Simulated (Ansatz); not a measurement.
# CH₄BNO: basis-set convergence

The task here is to estimate one member of a computed series from the others.

The runs use Ansatz 0.2.0, Gaussian basis; one geometry, several basis sets.

Levels to be run: PBE0-D4/def2-SVP; ωB97M-V/def2-SVP; PBE0-D4/def2-QZVPP; ωB97M-V/def2-QZVPP; the functionals' def2-TZVPP values are taken from earlier runs.

1 further run of the same task is left out (it didn't finish).

## The relaxed structure

The geometry comes from an earlier relaxation with PBE0-D4 in a triple-zeta def2 set; it is a stationary point, not always the lowest conformer.

SMILES `OB1CN1`, 8 atoms, charge 0, spin multiplicity 1.

Atoms are counted from 1 here; the program's logs count them from 0.

Bond lengths: O1–B2 1.349 Å, O1–H5 0.959 Å, B2–C3 1.543 Å, B2–N4 1.361 Å, C3–N4 1.492 Å, C3–H6 1.089 Å, C3–H7 1.092 Å, N4–H8 1.003 Å. Angles: B2–O1–H5 112.8°, O1–B2–C3 155.1°, O1–B2–N4 143.2°, C3–B2–N4 61.5°, B2–C3–N4 53.2°, B2–C3–H6 124.7°, B2–C3–H7 119.3°, N4–C3–H6 115.3°, N4–C3–H7 117.0°, H6–C3–H7 113.0°, B2–N4–C3 65.3°, B2–N4–H8 147.7°, C3–N4–H8 129.2°.

The first run:

Input file in.yaml:

```yaml
crystal:
  periodic: [false, false, false]
  atoms:
    - {symbol: O, position_ang: [-1.271629, 0.906717, -1.144906]}
    - {symbol: B, position_ang: [-0.385136, 0.179157, -0.435471]}
    - {symbol: C, position_ang: [0.775879, -0.031161, 0.559219]}
    - {symbol: N, position_ang: [-0.042831, -1.093357, -0.095520]}
    - {symbol: H, position_ang: [-1.085433, 1.847234, -1.119114]}
    - {symbol: H, position_ang: [1.831018, -0.023906, 0.290110]}
    - {symbol: H, position_ang: [0.605616, 0.139972, 1.623939]}
    - {symbol: H, position_ang: [-0.335182, -1.981956, 0.265942]}
basis:
  gaussian: {orbitals: def2-SVP}
hamiltonian: {xc: pbe0, dispersion: d4}
output: {orbitals: {seedname: orbitals}}
```

On the command line:

```sh
$ ansatz run in.yaml --threads 2 --pin off --events-out ev --progress --plain --max-ram 4352MiB
```

Among the steps run: PBE0-D4 in def2-SVP; ωB97M-V in def2-SVP; PBE0-D4 in def2-QZVPP; ωB97M-V in def2-QZVPP.

One of the session's tables, all rows but one given; the rest of the session is left out.

It belongs to the step «Functionals by basis». 

```
functional       basis  HOMO (eV)  LUMO (eV)
   PBE0-D4    def2-SVP      -7.00       1.55
   PBE0-D4  def2-TZVPP      -7.18       0.71
   PBE0-D4  def2-QZVPP      -7.21       0.37
   ωB97M-V    def2-SVP          ?          ?
   ωB97M-V  def2-TZVPP      -9.51       2.01
   ωB97M-V  def2-QZVPP      -9.54       1.44
```

Q: Estimate the row for ωB97M-V, def2-SVP from the others.

The run gave: HOMO (eV): -9.33; LUMO (eV): 3.21. In the column «HOMO (eV)» it lies between ωB97M-V, def2-TZVPP (-9.51) and PBE0-D4, def2-QZVPP (-7.21).
